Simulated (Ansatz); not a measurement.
# In₂Bi, space group P6_3/mmc: a single point from an input typed as a dict

With the Ansatz DFT code, driven from Python.

The cells in order, each with its output:

```python
import json
import warnings

import ansatz as az
import numpy as np

warnings.simplefilter('ignore', az.DeckWarning)
```

```python
deck = {
    'crystal': {
        'lattice': [[5.476, 0.0, 0.0], [-2.738, 4.742355, 0.0], [0.0, 0.0, 6.54]],
        'atoms': [
            {'symbol': 'In', 'position': [0.0, 0.0, 0.0]},
            {'symbol': 'In', 'position': [0.0, 0.0, 0.5]},
            {'symbol': 'In', 'position': [0.333333, 0.666667, 0.75]},
            {'symbol': 'In', 'position': [0.666667, 0.333333, 0.25]},
            {'symbol': 'Bi', 'position': [0.333333, 0.666667, 0.25]},
            {'symbol': 'Bi', 'position': [0.666667, 0.333333, 0.75]},
        ],
    },
    'kpoints': {'mp_grid': {'kspacing': 0.3}},
    'hamiltonian': {'xc': 'r2scan'},
    'scf': {'occupations': {'method': 'cold', 'width': 0.05}},
    'basis': {'ecutwfc': 560},
    'output': {'forces': True},
}
```

```python
res = az.Session.from_dict(deck).plan(threads=1).execute()
summary = res.report
```

    

```python
[(site.symbol, site.position_frac.round(4).tolist()) for site in res.lattice.sites]
```

    [(<Element.IN: 'In'>, [0.0, 0.0, 0.0]), (<Element.IN: 'In'>, [0.0, 0.0, 0.5]),
     (<Element.IN: 'In'>, [0.3333, 0.6667, 0.75]), (<Element.IN: 'In'>, [0.6667, 0.3333, 0.25]),
     (<Element.BI: 'Bi'>, [0.3333, 0.6667, 0.25]), (<Element.BI: 'Bi'>, [0.6667, 0.3333, 0.75])]

```python
summary['n_iterations'], summary['closed_by']
```

    (7, 'deck_thresholds')

```python
print('%-22s %14.5f eV' % ('F = E - TS', summary['free_energy_ev']))
print('%-22s %14.5f eV' % ('E', summary['internal_energy_ev']))
print('%-22s %14.5f eV' % ('Harris-Foulkes', summary['harris_foulkes_ev']))
print('%-22s %14.5f eV' % ('Fermi level', summary['fermi_energy_ev']))
```

    F = E - TS               -47269.18860 eV
    E                        -47269.18817 eV
    Harris-Foulkes           -47269.18860 eV
    Fermi level                  10.60205 eV

```python
forces = np.array(summary['forces_ev_ang'])
norms = np.linalg.norm(forces, axis=1)
print('largest force {:.4f} eV/A on atom {}'.format(norms.max(), norms.argmax()))
print(np.array2string(forces, precision=4, suppress_small=True))
```

    largest force 0.0000 eV/A on atom 2
    [[ 0.  0. -0.]
     [ 0. -0.  0.]
     [ 0. -0. -0.]
     [ 0.  0.  0.]
     [ 0. -0. -0.]
     [-0.  0.  0.]]

```python
used = summary['setup']
print('cutoffs (eV):', used['ecut_ev'], used['ecutrho_ev'], ' FFT grid:', used['fft_dense'])
print('cell volume {:.3f} A^3, {} symmetry operations'.format(used['cell_volume_ang3'], used['n_sym_ops']))
```

    cutoffs (eV): 560.0 2240.0  FFT grid: [45, 45, 54]
    cell volume 169.838 A^3, 24 symmetry operations

```python
keep = ['free_energy_ev', 'energy_sigma0_ev', 'fermi_energy_ev', 'n_iterations', 'converged', 'magnetization_mub', 'n_kpoints']
with open('in2bi.json', 'w') as handle:
    json.dump({key: summary[key] for key in keep}, handle, indent=1)
```

File `in2bi.json` afterwards:
```json
{
 "free_energy_ev": -47269.18860430968,
 "energy_sigma0_ev": -47269.18845791956,
 "fermi_energy_ev": 10.602050393309334,
 "n_iterations": 7,
 "converged": true,
 "magnetization_mub": 0.0,
 "n_kpoints": 15
}
```

What to keep in mind:
- Total energies depend on the potentials; only differences at equal settings carry meaning. A total without «per atom» is that of the cell as typed.
- The mesh is modest for a metal, so energies can be off by several to tens of meV an atom and pressures by half a GPa or more; differences at equal mesh fare better.
- The zero of the levels is a convention of the potentials, so an absolute Fermi energy is no work function.
- Spin-orbit coupling, which matters for elements this heavy, is left out.
- The structure is a deposited one; some such entries were measured under pressure or heat, so a shift against it needn't be the functional's error alone.
- It ran for 18 s on 1 thread of Arm Neoverse V1 (shared host), peak memory 1 GiB.

(Lines on the test bed's own set-up are left out of the output.)
